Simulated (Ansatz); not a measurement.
**ClGeH5Si2: a ladder of functionals and wavefunction methods**

One table from this session's results is given with a row withheld; the runs are named, their logs left out.

The runs use Ansatz 0.2.0, Gaussian basis; functionals in def2-TZVPP, the program's frozen cores in correlated methods.

Levels to be run: LDA (SPW92), PBE-D4, revPBE-D4, BLYP-D4, r2SCAN-D4, B97M-V, PBE0-D4, B3LYP-D4, r2SCANh-D4, r2SCAN0-D4, HSE06-D4, BHLYP-D4, CAM-B3LYP-D4, LC-ωPBE, ωB97X-V, ωB97M-V, B2PLYP, PBE-QIDH; CCSD(T)/def2-SVP; CCSD(T)/def2-TZVPP; MP2/def2-QZVPP; extrapolation to the limit; RPA on PBE.

## The geometry

The geometry comes from an earlier relaxation with PBE0-D4 in a triple-zeta def2 set; it is a stationary point, not always the lowest conformer.

9 atoms, charge 0, spin multiplicity 1.

Atoms are counted from 1 here; the program's logs count them from 0.

Bond lengths: Cl1–Si2 2.055 Å, Si2–Si3 2.318 Å, Si2–Ge4 2.371 Å, Si2–H5 1.483 Å, Si3–Ge4 2.404 Å, Si3–H6 1.484 Å, Si3–H7 1.485 Å, Ge4–H8 1.532 Å, Ge4–H9 1.531 Å. Angles: Cl1–Si2–Si3 122.4°, Cl1–Si2–Ge4 123.6°, Cl1–Si2–H5 110.2°, Si3–Si2–Ge4 61.7°, Si3–Si2–H5 116.8°, Ge4–Si2–H5 114.9°, Si2–Si3–Ge4 60.2°, Si2–Si3–H6 116.2°, Si2–Si3–H7 121.9°, Ge4–Si3–H6 112.1°, Ge4–Si3–H7 124.0°, H6–Si3–H7 112.8°, Si2–Ge4–Si3 58.1°, Si2–Ge4–H8 118.5°, Si2–Ge4–H9 120.3°, Si3–Ge4–H8 122.2°, Si3–Ge4–H9 114.4°, H8–Ge4–H9 113.0°.

Set-up of the first run:

in.yaml

```yaml
crystal:
  periodic: [false, false, false]
  atoms:
    - {symbol: Cl, position_ang: [-1.949983, 1.578381, -1.678513]}
    - {symbol: Si, position_ang: [-0.439368, 0.269860, -1.199213]}
    - {symbol: Si, position_ang: [1.092260, 0.704963, 0.485880]}
    - {symbol: Ge, position_ang: [-0.463803, -1.110785, 0.728168]}
    - {symbol: H, position_ang: [0.082950, -0.380562, -2.425573]}
    - {symbol: H, position_ang: [0.771267, 1.838981, 1.387662]}
    - {symbol: H, position_ang: [2.552519, 0.526233, 0.283426]}
    - {symbol: H, position_ang: [-0.037637, -2.575587, 0.584877]}
    - {symbol: H, position_ang: [-1.519505, -0.897885, 1.816286]}
basis:
  gaussian: {orbitals: def2-TZVPP}
hamiltonian: {xc: lda}
output: {orbitals: {seedname: orbitals}}
```

Steps of the session up to this table: LDA; PBE-D4 (GGA); revPBE-D4 (GGA); BLYP-D4 (GGA); r2SCAN-D4 (meta-GGA); B97M-V (meta-GGA); PBE0-D4 (hybrid); B3LYP-D4 (hybrid); r2SCANh-D4 (hybrid); r2SCAN0-D4 (hybrid); HSE06-D4 (hybrid); BHLYP-D4 (hybrid); CAM-B3LYP-D4 (range-separated); LC-ωPBE (range-separated); ωB97X-V (range-separated); ωB97M-V (range-separated); B2PLYP (double hybrid); PBE-QIDH (double hybrid).

One table of the session follows, with a row left open; its other results are not shown here.

It belongs to the step «Frontier levels by functional». 

| functional | HOMO (eV) | LUMO (eV) | gap (eV) |
| --- | --- | --- | --- |
| LDA (SPW92) | -6.03 | -2.46 | 3.57 |
| PBE-D4 | -5.92 | -2.29 | 3.63 |
| revPBE-D4 | -5.87 | -2.21 | 3.66 |
| BLYP-D4 | -5.75 | -2.05 | 3.70 |
| r2SCAN-D4 | -6.14 | -2.13 | 4.01 |
| B97M-V | ? | ? | ? |
| PBE0-D4 | -6.89 | -1.48 | 5.41 |
| B3LYP-D4 | -6.69 | -1.57 | 5.12 |
| r2SCANh-D4 | -6.49 | -1.84 | 4.66 |
| r2SCAN0-D4 | -7.03 | -1.40 | 5.63 |
| HSE06-D4 | -6.51 | -1.85 | 4.65 |
| BHLYP-D4 | -7.72 | -0.44 | 7.28 |
| CAM-B3LYP-D4 | -8.04 | -0.29 | 7.75 |
| LC-ωPBE | -9.29 | 0.71 | 10.00 |
| ωB97X-V | -8.99 | 0.63 | 9.62 |
| ωB97M-V | -8.80 | 0.42 | 9.21 |

**Question.** Estimate the row for B97M-V.

The run gave: HOMO (eV): -6.19; LUMO (eV): -2.19; gap (eV): 4.00. In the column «HOMO (eV)» it lies between r2SCANh-D4 (-6.49) and r2SCAN-D4 (-6.14).
